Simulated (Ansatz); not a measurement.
**Ti (Ti (0001), 6 layers): how the settings move a single-point run**

Aim: see which settings change the result for Ti (Ti (0001), 6 layers), by how much, and at what cost.

Method: reference: DFT, PBE, all-electron LAPW, scalar-relativistic, in Ansatz 0.2.0.

### Step 1. The starting structure

It takes space group P-3m1 (No. 164, trigonal). Conventional cell: a = 2.940 Å, b = 2.940 Å, c = 27.620 Å, α = 90.00°, β = 90.00°, γ = 120.00°. Ti (site symmetry 3m) has 9 Ti at 2.75 to 2.94 Å as nearest neighbours. Ti (site symmetry 3m) is surrounded by 12 Ti at 2.75 to 2.94 Å. Ti (site symmetry 3m) is surrounded by 12 Ti at 2.85 to 2.94 Å.

As a file:

```cif
data_structure
_symmetry_space_group_name_H-M 'P-3m1'
_symmetry_Int_Tables_number 164
_cell_length_a 2.9399
_cell_length_b 2.9399
_cell_length_c 27.6197
_cell_angle_alpha 90.000
_cell_angle_beta 90.000
_cell_angle_gamma 120.000
_cell_volume 206.74
loop_
_atom_site_label
_atom_site_type_symbol
_atom_site_symmetry_multiplicity
_atom_site_Wyckoff_symbol
_atom_site_fract_x
_atom_site_fract_y
_atom_site_fract_z
_atom_site_occupancy
Ti1 Ti 2 d 0.33333 0.66667 0.79373 1
Ti2 Ti 2 d 0.66667 0.33333 0.87194 1
Ti3 Ti 2 d 0.33333 0.66667 0.95857 1
```

### Step 2. Baseline

File input.yaml:

```yaml
crystal:
  lattice:
    - [2.9399472392, 0.0, 0.0]
    - [-1.4699736196, 2.5460689949, 0.0]
    - [0.0, 0.0, 27.6197]
  atoms:
    - { symbol: Ti, position: [0.8333333333, 0.1666666667, 0.2937321883] }
    - { symbol: Ti, position: [0.1666666667, 0.8333333333, 0.3719441378] }
    - { symbol: Ti, position: [0.8333333333, 0.1666666667, 0.4585747038] }
    - { symbol: Ti, position: [0.1666666667, 0.8333333333, 0.5414253265] }
    - { symbol: Ti, position: [0.8333333333, 0.1666666667, 0.6280558509] }
    - { symbol: Ti, position: [0.1666666667, 0.8333333333, 0.7062677927] }
  periodic: [true, true, false]
kpoints:
  mp_grid: { grid: [13, 13, 1] }
scf:
  occupations: { method: fermi_dirac, width: 0.05 }
hamiltonian:
  xc: pbe
  pseudopotentials: { kind: all_electron, lapw: { basis_error: 0.001 } }
output:
  forces: true
  stress: true
  eigenvalues: true
```

Run with:

```
> ansatz run input.yaml --threads 2 --pin off --max-ram 4096MiB --backend cpu --events-out ev --progress --plain --runs-dir out
```

### Step 3. Changed: occupations.method tetrahedron_uncorrected, hubbard.sites [{species: Ti, l: d, u_eff: 1.0}], hubbard.double_counting fll, width left out

input.yaml, as its differences from that of step 2:

```diff
@@ -16,3 +16,3 @@
 scf:
-  occupations: { method: fermi_dirac, width: 0.05 }
+  occupations: { method: tetrahedron_uncorrected }
 hamiltonian:
@@ -20,2 +20,3 @@
   pseudopotentials: { kind: all_electron, lapw: { basis_error: 0.001 } }
+  hubbard: { sites: [{ species: Ti, l: d, u_eff: 1.0 }], double_counting: fll }
 output:
```

**Question.** What will these runs give? Wanted: for each run, ending; energy change; gap; force.

As calculated:

```
                                                                                                                                        run     ending                                              energy change  gap (eV)  force (eV/Å)  cycles  time
                                                                                                                                  reference  converged                                                          0      0.00          0.00      16  37 s
1: occupations.method tetrahedron_uncorrected, hubbard.sites [{species: Ti, l: d, u_eff: 1.0}], hubbard.double_counting fll, width left out  converged  +1.05 eV/atom (σ→0) (U changed: no physical gain or loss)      0.00          0.08      20  47 s
```

Residual by cycle in the longest SCF loop of each run; runs are numbered as in the table. The quantity is the density residual dr2, in eV.

```
cycle  reference   run 1
    1       99.7     100
    3       10.8    2.63
    4        2.8     105
    6     0.0146    1.47
    8     1.4e-4  0.0515
   10     8.2e-6  0.0146
   11     2.0e-7  0.0393
   13     1.1e-7  6.0e-4
   15     1.0e-7  1.9e-5
   17          -  9.0e-7
   18          -  1.1e-6
   20          -  2.2e-8
```

What this shows: Changing the smearing and Hubbard U moves the energy by +1.05 eV/atom (σ→0 values), and the largest force goes from 0.00 to 0.08 eV/Å. The U term adds an energy of its own, so the shift says nothing about which run is better. Cost: 20 SCF cycles against 16. A changed U is a change of model: its shifts are not errors of convergence.
